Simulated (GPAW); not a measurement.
The system is TaTe.

```xyz
2
Lattice="3.4201 0.0000 0.0000 0.0000 3.4201 0.0000 0.0000 0.0000 3.4201" Properties=species:S:1:pos:R:3 pbc="T T T"
Ta    1.7100    1.7100    1.7100
Te    0.0000    0.0000    0.0000
```

The cell was built by a generator and needn't be a form met in nature.

Base run:

```yaml
Program: GPAW 26.7.0
Functional: PBEsol
Potentials_or_basis: PAW data sets generated in the run's folder for this functional
Cutoff: 600 eV
Basis: pw
k_mesh: 8 × 8 × 8
Occupations: fermi-dirac, width 0.05 eV
Spin: no spin polarisation
Hubbard_terms: Ta d U = 6 eV
```

Its results: band gap on the k mesh none (metal or under the smearing width); pressure 5.5 GPa.

**Question.** After a change of settings the same cell gave: band gap on the k mesh none (metal or under the smearing width); pressure -3.4 GPa. Which change was it?
A. hubbard terms from Ta d U = 6 eV to none
B. hubbard terms from Ta d U = 6 eV to Ta d U = 2 eV
C. hubbard terms from Ta d U = 6 eV to Ta d U = 4 eV

**Answer.** B.

Caveats: U without spin polarisation on a metal has little footing; the U is typed as a test and isn't derived for this compound.

Runs at the PBE level aren't shown here.
